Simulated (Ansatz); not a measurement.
# C₂H₃FSSi: small, medium and large basis sets

The task here is to estimate one member of a computed series from the others.

Program: Ansatz 0.2.0, Gaussian basis. Level of theory: one geometry, several basis sets. These are calculated values, not measurements.

Levels to be run: PBE0-D4/def2-SVP; ωB97M-V/def2-SVP; PBE0-D4/def2-QZVPP; ωB97M-V/def2-QZVPP; the functionals' def2-TZVPP values are taken from earlier runs.

## The relaxed structure

All runs share one geometry, relaxed beforehand with PBE0-D4 in a triple-zeta def2 set.

SMILES `FC1=C(S)[SiH2]1`, 8 atoms, charge 0, spin multiplicity 1.

Atoms are counted from 1 here; the program's logs count them from 0.

Bond lengths: F1–C2 1.323 Å, C2–C3 1.330 Å, C2–Si5 1.787 Å, C3–S4 1.716 Å, C3–Si5 1.834 Å, S4–H6 1.346 Å, Si5–H7 1.484 Å, Si5–H8 1.484 Å. Angles: F1–C2–C3 134.2°, F1–C2–Si5 155.5°, C3–C2–Si5 70.3°, C2–C3–S4 142.5°, C2–C3–Si5 66.6°, S4–C3–Si5 150.8°, C3–S4–H6 97.7°, C2–Si5–C3 43.1°, C2–Si5–H7 122.6°, C2–Si5–H8 122.6°, C3–Si5–H7 121.2°, C3–Si5–H8 121.2°, H7–Si5–H8 110.6°.

The first run:

File in.yaml:

```yaml
crystal:
  periodic: [false, false, false]
  atoms:
    - {symbol: F, position_ang: [1.510910, 1.594258, 0.025514]}
    - {symbol: C, position_ang: [0.798701, 0.479109, 0.022444]}
    - {symbol: C, position_ang: [-0.501895, 0.209497, -0.044749]}
    - {symbol: S, position_ang: [-2.043580, 0.954626, -0.161535]}
    - {symbol: Si, position_ang: [0.547405, -1.289822, 0.069284]}
    - {symbol: H, position_ang: [-1.624981, 2.233968, -0.181428]}
    - {symbol: H, position_ang: [0.774408, -2.161738, -1.109936]}
    - {symbol: H, position_ang: [0.631030, -2.076898, 1.324606]}
basis:
  gaussian: {orbitals: def2-SVP}
hamiltonian: {xc: pbe0, dispersion: d4}
output: {orbitals: {seedname: orbitals}}
```

Steps of the session up to this table: PBE0-D4 in def2-SVP; ωB97M-V in def2-SVP; PBE0-D4 in def2-QZVPP; ωB97M-V in def2-QZVPP.

One table of the session follows, with a row left open; its other results are not shown here.

| functional | basis | HOMO (eV) |
| --- | --- | --- |
| PBE0-D4 | def2-SVP | -6.77 |
| PBE0-D4 | def2-TZVPP | -6.87 |
| PBE0-D4 | def2-QZVPP | -6.90 |
| ωB97M-V | def2-SVP | ? |
| ωB97M-V | def2-TZVPP | -8.93 |
| ωB97M-V | def2-QZVPP | -8.96 |

Estimate the missing values for ωB97M-V, def2-SVP.

**Answer.** HOMO (eV): -8.78. In the column «HOMO (eV)» it lies between ωB97M-V, def2-TZVPP (-8.93) and PBE0-D4, def2-QZVPP (-6.90).
